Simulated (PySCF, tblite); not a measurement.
# C8B2K2N8: electronic excitations, NMR shifts, part 2 of 2

tblite 0.8.0 and PySCF 2.14.0. Atoms count from 0.

## 5. NMR shifts: GIAO B97-D/pcSseg-1

Job settings and geometry (Å):

```
{"job": {"kind": "nmr", "basis": "pcSseg-1", "pop": false, "xc": "B97-D"}, "charge": 0, "multiplicity": 1}
N     -3.422429    -2.453240     2.754890
C     -2.613442    -2.195545     1.987476
B     -1.517921    -1.847359     0.936653
C     -2.162812    -1.193833    -0.315067
N     -2.662937    -0.702538    -1.223280
C     -0.648018    -3.092102     0.570594
N      0.150264    -3.899249     0.407630
C     -0.390367    -0.945472     1.532803
N      0.564940    -0.455290     1.935752
N      2.292069     0.052838    -5.590170
C      1.504427    -0.093243    -4.772612
B      0.437467    -0.293502    -3.655938
C      1.099428    -0.836136    -2.360568
N      1.607005    -1.232951    -1.411284
C     -0.745136    -1.197390    -4.130523
N     -1.732374    -1.673428    -4.467861
C     -0.374754     1.012412    -3.381054
N     -1.138086     1.860247    -3.263593
K      2.024748    -2.203161     0.783361
K     -3.091158     0.219272    -3.432842
```

With the program's defaults for keys left out, this is: GIAO B97-D/pcSseg-1 NMR shielding, non-relativistic, gas phase.

What it wrote:

```text
start: PBE on a coarse grid of 23184 points
cycle   1  E = -1990.6970070301  dE =  2.480e+00  |g| = 9.947e-01  |ddm| = 4.829e+00
cycle   2  E = -1988.6817904142  dE =  2.015e+00  |g| = 3.199e+00  |ddm| = 2.364e+00
cycle   3  E = -1990.8661480501  dE = -2.184e+00  |g| = 4.520e-01  |ddm| = 1.900e+00
cycle   4  E = -1990.9157220377  dE = -4.957e-02  |g| = 1.143e-01  |ddm| = 4.417e-01
cycle   5  E = -1990.9163928658  dE = -6.708e-04  |g| = 1.021e-01  |ddm| = 1.113e-01
cycle   6  E = -1990.9186246897  dE = -2.232e-03  |g| = 1.012e-02  |ddm| = 6.020e-02
cycle   7  E = -1990.9186456269  dE = -2.094e-05  |g| = 3.732e-03  |ddm| = 1.026e-02
final grid: 207956 points
cycle   8  E = -1991.9244621178  dE = -1.151e-03  |g| = 1.416e-01  |ddm| = 3.066e-01
cycle   9  E = -1991.8885507774  dE =  3.591e-02  |g| = 4.282e-01  |ddm| = 3.319e-01
cycle  10  E = -1991.9268623375  dE = -3.831e-02  |g| = 6.940e-02  |ddm| = 2.543e-01
cycle  11  E = -1991.9277897178  dE = -9.274e-04  |g| = 1.469e-02  |ddm| = 5.618e-02
cycle  12  E = -1991.9278290896  dE = -3.937e-05  |g| = 5.665e-03  |ddm| = 1.082e-02
cycle  13  E = -1991.9278398953  dE = -1.081e-05  |g| = 7.025e-04  |ddm| = 3.803e-03
cycle  14  E = -1991.9278374077  dE =  2.488e-06  |g| = 8.727e-05  |ddm| = 8.115e-04
converged SCF energy = -1991.9278374077

GIAO shielding tensors (ppm)
atom      isotropic    diamagn.    paramagn.     s11        s22        s33       span
  0 N      -62.534     335.675    -398.210   -244.379   -241.493    298.269    542.648
  1 C       70.703     255.670    -184.967    -39.416    -37.651    289.175    328.592
  2 B      146.014     183.874     -37.860    142.119    146.329    149.595      7.476
  3 C       58.043     270.077    -212.034    -57.103    -53.021    284.254    341.357
  4 N      -17.645     338.836    -356.481   -179.198   -174.734    300.998    480.196
  5 C       51.043     267.700    -216.656    -61.989    -58.730    273.849    335.838
  6 N      -51.289     338.973    -390.262   -227.279   -196.510    269.922    497.200
  7 C       50.949     270.869    -219.919    -62.128    -58.838    273.815    335.942
  8 N      -50.753     339.335    -390.087   -227.025   -195.211    269.978    497.004
  9 N      -62.655     333.771    -396.426   -244.487   -241.827    298.350    542.837
 10 C       70.687     252.726    -182.039    -39.388    -37.714    289.162    328.551
 11 B      145.998     181.266     -35.267    142.008    146.310    149.676      7.667
 12 C       58.077     272.594    -214.517    -57.037    -53.035    284.304    341.340
 13 N      -17.506     340.051    -357.557   -178.935   -174.834    301.251    480.187
 14 C       51.016     263.923    -212.907    -61.738    -58.900    273.685    335.423
 15 N      -51.078     337.800    -388.878   -226.776   -196.116    269.658    496.434
 16 C       51.020     266.947    -215.927    -62.108    -58.829    273.998    336.105
 17 N      -50.468     338.432    -388.900   -226.089   -195.150    269.836    495.925
 18 K     1190.704    1333.978    -143.274   1163.305   1174.140   1234.667     71.362
 19 K     1190.968    1331.905    -140.937   1162.763   1173.591   1236.549     73.786
```

It took 47 s on 1 thread of Arm Neoverse N1, shared host; peak memory 0.59 GiB.

Shifts follow as δ = σ(reference) − σ, with reference shieldings (ppm) from runs at the same level and on the same kind of geometry: ¹³C TMS 181.8, ¹⁵N NH3 263.2, ¹¹B BF3·OEt2 97.6. The references are single molecules in the gas phase, so shifts against H2O, NH3, PH3, H3PO4 or CFCl3 are not on the usual liquid scales and can be off by tens of ppm. Atoms listed in one row are averaged.

```tsv
atoms	environment	σ (ppm)	δ (ppm)
C1, C3, C5, C7, C10 and 3 more	nitrile carbon	57.7	124.1
N0, N4, N6, N8, N9 and 3 more	nitrile nitrogen	-45.5	308.7
B2, B11	boron bonded to 4 C	146.0	-48.4
K18, K19		1191	–
```

## 6. Outcome

What follows sums up all 2 parts.

```
                                                                     quantity                        value
                                    strongest single infrared mode (GFN2-xTB)        2344 cm⁻¹, 531 km/mol
                                                 zero-point energy (GFN2-xTB)                49.1 kcal/mol
                                            lowest singlet (LC-wPBE/def2-SVP)  7.75 eV (160 nm), f = 0.000
                                     brightest single state of those computed  state 5, 7.82 eV, f = 0.002
                                                               lowest triplet                      6.25 eV
                                            vertical ionisation energy (ΔSCF)                     12.49 eV
                                        surface potential, 1st and 99th percentile           -1.78 V and 4.04 V
     ¹³C shifts against TMS (B97-D/pcSseg-1, means over atoms taken as alike)                    124.1 ppm
     ¹⁵N shifts against NH3 (B97-D/pcSseg-1, means over atoms taken as alike)                    308.7 ppm
¹¹B shifts against BF3·OEt2 (B97-D/pcSseg-1, means over atoms taken as alike)                    -48.4 ppm
         shieldings of K (B97-D/pcSseg-1, a mean where the table joins atoms)               K18 1190.8 ppm
```

What this shows: All 54 modes are real, so the xTB geometry is a minimum. Unscaled tight-binding wavenumbers are off by several per cent, some by more. Its intensities can rank the bands wrongly. The first singlet state (HOMO→LUMO+11 0.15, HOMO−2→LUMO+12 0.09) lies at 7.75 eV and is dark; of the 8 states computed, the strongest absorption comes from states 5 to 6 together at 7.82 eV. The lowest triplet lies 1.50 eV below the lowest singlet. The basis of LC-wPBE/def2-SVP has no diffuse functions, so Rydberg states are missing and the high states are unreliable. The orbital energy would give 12.51 eV for ionisation, ΔSCF gives 12.49 eV. At B97-D/pcSseg-1: Shielding is most anisotropic at N0, N4, N6, N8, N9 and 3 more (span 504 ppm, paramagnetic term -383 ppm).
